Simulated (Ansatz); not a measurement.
# PSBr2: the cost of one run

Computed with Ansatz 0.2.0 (DFT PBE+D3(BJ), scalar-relativistic, plane waves, PAW, unless a step's input says otherwise).

**1. The system as given**

It takes space group P6_3/mmc (No. 194, hexagonal). The conventional cell has a = 3.965 Å, b = 3.965 Å, c = 16.281 Å, α = 90.00°, β = 90.00°, γ = 120.00°. Around P (site symmetry -6m2) lie 2 Br at 2.74 Å. S (site symmetry -3m) is surrounded by 6 Br at 2.65 Å. Br (site symmetry 3m) has 3 S at 2.65 Å and 1 P at 2.74 Å in its first shell of neighbours.

Structure file:

```
P S Br
1.0
     3.96509    0.00000    0.00000
    -1.98255    3.43387    0.00000
     0.00000    0.00000   16.28141
P S Br
2 2 4
Direct
  0.66667 0.33333 0.75000
  0.33333 0.66667 0.25000
  0.00000 0.00000 0.50000
  0.00000 0.00000 0.00000
  0.33333 0.66667 0.41806
  0.66667 0.33333 0.91806
  0.66667 0.33333 0.58194
  0.33333 0.66667 0.08194
```

The cell is invented: species swapped into a database cell of NiAgO2 (P6_3/mmc, No. 194), with S on the Ni sites, P on the Ag sites and Br on the O sites. Lengths come from tabulated atomic sizes and are only a guess.

**2. A first look at the guess**

Contents of input.yaml:

```yaml
crystal:
  lattice:
    - [3.96509021, 0.0, 0.0]
    - [-1.98254511, 3.43386885, 0.0]
    - [0.0, 0.0, 16.28140657]
  atoms:
    - { symbol: P, position: [0.66666667, 0.33333333, 0.75] }
    - { symbol: P, position: [0.33333333, 0.66666667, 0.25] }
    - { symbol: S, position: [0.0, 0.0, 0.5] }
    - { symbol: S, position: [0.0, 0.0, 0.0] }
    - { symbol: Br, position: [0.33333333, 0.66666667, 0.418062] }
    - { symbol: Br, position: [0.66666667, 0.33333333, 0.918062] }
    - { symbol: Br, position: [0.66666667, 0.33333333, 0.581938] }
    - { symbol: Br, position: [0.33333333, 0.66666667, 0.081938] }
basis:
  ecutwfc: 420
kpoints:
  mp_grid: { grid: [6, 6, 1] }
hamiltonian:
  xc: pbe
  dispersion: d3bj
scf:
  occupations: { method: gaussian, width: 0.1 }
  lower_state_search: "off"
output:
  forces: true
  stress: true
  eigenvalues: true
```

Command:

```
$ ansatz run input.yaml --threads 1 --pin off --max-ram 2560MiB --backend cpu --events-out ev --progress --plain --runs-dir out
```

What time and memory should one allow on 1 thread of Intel Xeon at 2.70GHz, shared host?

About 3.7 s, with a peak of 0.44 GiB.
